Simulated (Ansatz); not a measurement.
# Al2O3 (Corundum): the cost of one run

Program: Ansatz 0.2.0. Level of theory: DFT PBE, scalar-relativistic, plane waves, PAW. These are calculated values, not measurements.

2 further runs of the same task are left out: 2 set aside as unsound or not needed.

**1. Starting point**

It takes space group R-3c (No. 167, trigonal). Conventional cell: a = 4.809 Å, b = 4.809 Å, c = 13.124 Å, α = 90.00°, β = 90.00°, γ = 120.00°. Al (site symmetry 3) has 6 O at 1.87 to 1.99 Å as nearest neighbours. O (site symmetry 2) has 4 Al at 1.87 to 1.99 Å as nearest neighbours.

Coordinates:

```
CELL_PARAMETERS angstrom
2.40441 1.38819 4.37463
-2.40441 1.38819 4.37463
0.00000 -2.77637 4.37463
ATOMIC_POSITIONS crystal
Al 0.35215 0.35215 0.35215
Al 0.14785 0.14785 0.14785
Al 0.64785 0.64785 0.64785
Al 0.85215 0.85215 0.85215
O 0.55618 0.94382 0.25000
O 0.25000 0.55618 0.94382
O 0.94382 0.25000 0.55618
O 0.44382 0.05618 0.75000
O 0.75000 0.44382 0.05618
O 0.05618 0.75000 0.44382
```

This cell was relaxed beforehand with the same method: volume 8.76 Å³/atom, gap on the mesh 5.85 eV.

**2. Phonons at the zone centre**

Input file input.yaml:

```yaml
crystal:
  lattice:
    - [2.4044109457, 1.3881873067, 4.3746335909]
    - [-2.4044109457, 1.3881873067, 4.3746335909]
    - [0.0, -2.7763746136, 4.3746335908]
  atoms:
    - { symbol: Al, position: [0.3521463617, 0.3521463617, 0.3521463617] }
    - { symbol: Al, position: [0.1478536383, 0.1478536383, 0.1478536383] }
    - { symbol: Al, position: [0.6478536383, 0.6478536383, 0.6478536383] }
    - { symbol: Al, position: [0.8521463617, 0.8521463617, 0.8521463617] }
    - { symbol: O, position: [0.5561751657, 0.9438248343, 0.25] }
    - { symbol: O, position: [0.25, 0.5561751657, 0.9438248343] }
    - { symbol: O, position: [0.9438248343, 0.25, 0.5561751657] }
    - { symbol: O, position: [0.4438248343, 0.0561751657, 0.75] }
    - { symbol: O, position: [0.75, 0.4438248343, 0.0561751657] }
    - { symbol: O, position: [0.0561751657, 0.75, 0.4438248343] }
basis:
  ecutwfc: 420
kpoints:
  mp_grid: { grid: [6, 6, 6] }
hamiltonian:
  xc: pbe
scf:
  occupations: { method: fixed }
output:
  eigenvalues: true
phonons:
  method: dfpt
  dielectric: true
  rigid_motions: translations
  raman: true
  eigenvectors: true
```

Started as:

```bash
ansatz run input.yaml --threads 2 --pin off --max-ram 5120MiB --backend cpu --events-out ev --progress --plain --runs-dir out
```

**Question.** How long does this run take on 2 threads of Intel Xeon Platinum 8488C (Sapphire Rapids), shared host, and how much memory does it need?

About 9 min, with a peak of 1.6 GiB.
